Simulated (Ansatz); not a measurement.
# C₂H₆OSSi: one species, many methods

Aim: compute C₂H₆OSSi with functionals from several rungs and with coupled cluster, and see how far each lands from CCSD(T) at the basis-set limit for the atomisation energy.

Method: functionals in def2-TZVPP, the program's frozen cores in correlated methods; program: Ansatz 0.2.0, Gaussian basis.

Levels to be run: PBE-D4, r2SCAN-D4, PBE0-D4, B3LYP-D4, ωB97X-V, ωB97M-V, B2PLYP; CCSD(T)/def2-TZVPP; MP2/def2-QZVPP; extrapolation to the limit.

### 1 Structure used throughout

All runs share one geometry, relaxed beforehand with PBE0-D4/def2-TZVP.

SMILES `[SiH3]SC1CO1`, 11 atoms, charge 0, spin multiplicity 1.

Atoms are counted from 1 here; the program's logs count them from 0.

Bond lengths: Si1–S2 2.137 Å, Si1–H6 1.483 Å, Si1–H7 1.487 Å, Si1–H8 1.483 Å, S2–C3 1.790 Å, C3–C4 1.458 Å, C3–O5 1.408 Å, C3–H9 1.087 Å, C4–O5 1.419 Å, C4–H10 1.087 Å, C4–H11 1.087 Å. Angles: S2–Si1–H6 105.5°, S2–Si1–H7 109.6°, S2–Si1–H8 112.0°, H6–Si1–H7 110.5°, H6–Si1–H8 110.1°, H7–Si1–H8 109.1°, Si1–S2–C3 98.4°, S2–C3–C4 119.1°, S2–C3–O5 118.7°, S2–C3–H9 114.3°, C4–C3–O5 59.4°, C4–C3–H9 119.6°, O5–C3–H9 114.7°, C3–C4–O5 58.6°, C3–C4–H10 119.6°, C3–C4–H11 118.6°, O5–C4–H10 115.5°, O5–C4–H11 115.2° and more.

### 2 PBE-D4 (GGA)

Contents of in.yaml:

```yaml
crystal:
  periodic: [false, false, false]
  atoms:
    - {symbol: Si, position_ang: [-1.144262, 1.140296, 1.410164]}
    - {symbol: S, position_ang: [-0.550735, 1.008591, -0.639040]}
    - {symbol: C, position_ang: [0.702362, -0.257439, -0.467718]}
    - {symbol: C, position_ang: [0.912701, -1.199338, -1.560302]}
    - {symbol: O, position_ang: [0.296098, -1.599875, -0.346148]}
    - {symbol: H, position_ang: [-2.046702, 2.314546, 1.486969]}
    - {symbol: H, position_ang: [0.054336, 1.349502, 2.264452]}
    - {symbol: H, position_ang: [-1.854952, -0.080587, 1.862530]}
    - {symbol: H, position_ang: [1.539290, 0.023644, 0.167079]}
    - {symbol: H, position_ang: [1.906253, -1.602825, -1.736430]}
    - {symbol: H, position_ang: [0.251112, -1.153515, -2.421054]}
basis:
  gaussian: {orbitals: def2-TZVPP}
hamiltonian: {xc: pbe, dispersion: d4}
output: {forces: true, orbitals: {seedname: orbitals}}
```

Run with:

```console
$ ansatz run in.yaml --threads 4 --pin off --events-out ev --progress --plain --max-ram 10444MiB
```

The runs that follow: r2SCAN-D4 (meta-GGA); PBE0-D4 (hybrid); B3LYP-D4 (hybrid); ωB97X-V (range-separated); ωB97M-V (range-separated); B2PLYP (double hybrid); CCSD(T) in def2-TZVPP; MP2 in def2-QZVPP.

Before running them: what should the planned runs give, taken together? Wanted: atomisation energy, CCSD(T)/CBS; farthest; mean size of error, hybrid; mean size of error, range-separated; gap, smallest and largest; T1 diagnostic; triples share of the correlation energy.

The runs gave:

```
                               quantity                                 value
        atomisation energy, CCSD(T)/CBS                         3908.4 kJ/mol
 functionals within 19.5 kJ/mol (0.5 %)                     PBE0-D4, B3LYP-D4
                               farthest                 PBE-D4 (+94.1 kJ/mol)
             mean size of error, hybrid                           13.6 kJ/mol
    mean size of error, range-separated                           24.7 kJ/mol
              gap, smallest and largest  5.37 eV (PBE-D4), 11.89 eV (ωB97X-V)
                          T1 diagnostic                                0.0123
triples share of the correlation energy                                 4.2 %
```

What this shows: PBE-D4 misses by +94.1 kJ/mol, or 8.6 kJ/mol for each of 11 bonds. Double hybrids carry the basis error of their MP2 part in triple zeta, and no dispersion term here, so their miss is partly the set-up's. The reference freezes the cores and leaves out relativity and excitations past (T), so misses under about 19.5 kJ/mol can't be ranked. Hartree-Fock recovers 71 % of the binding; the rest is correlation. The gap grows from 5.4 to 11.9 eV across the functionals, mostly with the share of exact exchange.
